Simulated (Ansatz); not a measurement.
# AlGe+ (singlet): wave-function methods side by side at distance Ge1–Al2 = 2.860 Å, cc-pVDZ

An exercise on one series of results from a longer session: the logs are not shown, and one member is left open.

Computed with Ansatz 0.2.0, Gaussian basis. Level: cc-pVDZ, core rule «outside noble gas», up to 19 orbitals frozen.

The runs, in order: UHF; CCSD(T) on RHF; CCSD(T) on UHF; BCCD(T) on RHF; CISD; CCSDT(Q) on RHF; CCSDT(Q) on UHF; CCSDTQ on RHF; CASSCF and MRCISD+Q, 2 electrons in 2 orbitals; CASSCF and NEVPT2, 2 electrons in 2 orbitals; CASSCF and MRCISD+Q, 6 electrons in 8 orbitals; CASSCF and NEVPT2, 6 electrons in 8 orbitals; Full CI.

17 further runs of the same task are left out: 15 that didn't finish, 2 set aside as unsound or not needed.

### The geometry

The geometry derives from a PBE0/def2-TZVP stationary point (not a proven minimum). One bond is set to the value named and the two fragments are kept rigid. No spin-orbit coupling is included. The filled d shell of Ge may be among the frozen orbitals whatever the setting's name suggests; the logs give the count.

2 atoms, charge 1, spin multiplicity 1.

Atoms are counted from 1 here; the program's logs count them from 0.

No contacts short enough for the rule that draws bonds.

Set-up of the first run:

Input file in.yaml:

```yaml
crystal:
  periodic: [false, false, false]
  atoms:
    - {symbol: Ge, position_ang: [0.000000, 0.000000, 0.000000]}
    - {symbol: Al, position_ang: [0.000000, 0.000000, 2.860000]}
basis:
  gaussian: {orbitals: cc-pVDZ}
total_charge: 1
magnetization: {spin_polarized: true, initial_magnetization: 0}
hamiltonian: {xc: hf}
output: {orbitals: {seedname: orbitals}}
```

Command:

```sh
> ansatz run in.yaml --threads 1 --pin off --events-out ev --progress --plain --max-ram 2393MiB
```

Among the steps run: UHF; CCSD(T) on RHF; CCSD(T) on UHF; BCCD(T) on RHF; CISD; CCSDT(Q) on RHF; CCSDT(Q) on UHF; CCSDTQ on RHF; CASSCF and MRCISD+Q, 2 electrons in 2 orbitals; CASSCF and NEVPT2, 2 electrons in 2 orbitals; CASSCF and MRCISD+Q, 6 electrons in 8 orbitals; CASSCF and NEVPT2, 6 electrons in 8 orbitals; Full CI.

One table of the session follows, with a row left open; its other results are not shown here.

```
   method  from FCI (meV)
      RHF         +3349.9
     RMP2         +1096.0
     CISD          +368.5
    RCCSD          +128.0
 RCCSD(T)               ?
  BCCD(T)           +48.1
   RCCSDT           +18.4
RCCSDT(Q)            +6.8
  RCCSDTQ            +0.8
      FCI               0
```

Estimate the missing values for RCCSD(T).

The run gave: from FCI (meV): +48.3. In the column «from FCI (meV)» it lies between BCCD(T) (+48.1) and RCCSD (+128.0).

Not comparable, so not listed: CASSCF and NEVPT2, 2 electrons in 2 orbitals (they don't share determinant, frozen orbitals or solution with the rows shown, or repeat one).

Caveats from the session: Left out of the table: CASSCF pair, MRCISD pair, MRCISD+Q pair, CASSCF valence, NEVPT2 valence, MRCISD valence, MRCISD+Q valence (the active space lost an orbital or holds another state than full CI finds). Left out of the table: UHF, UMP2, UCCSD, UCCSD(T), UCCSDT, UCCSDT(Q) (another determinant or state than the rows shown). Warnings in the runs' records: passed over end.
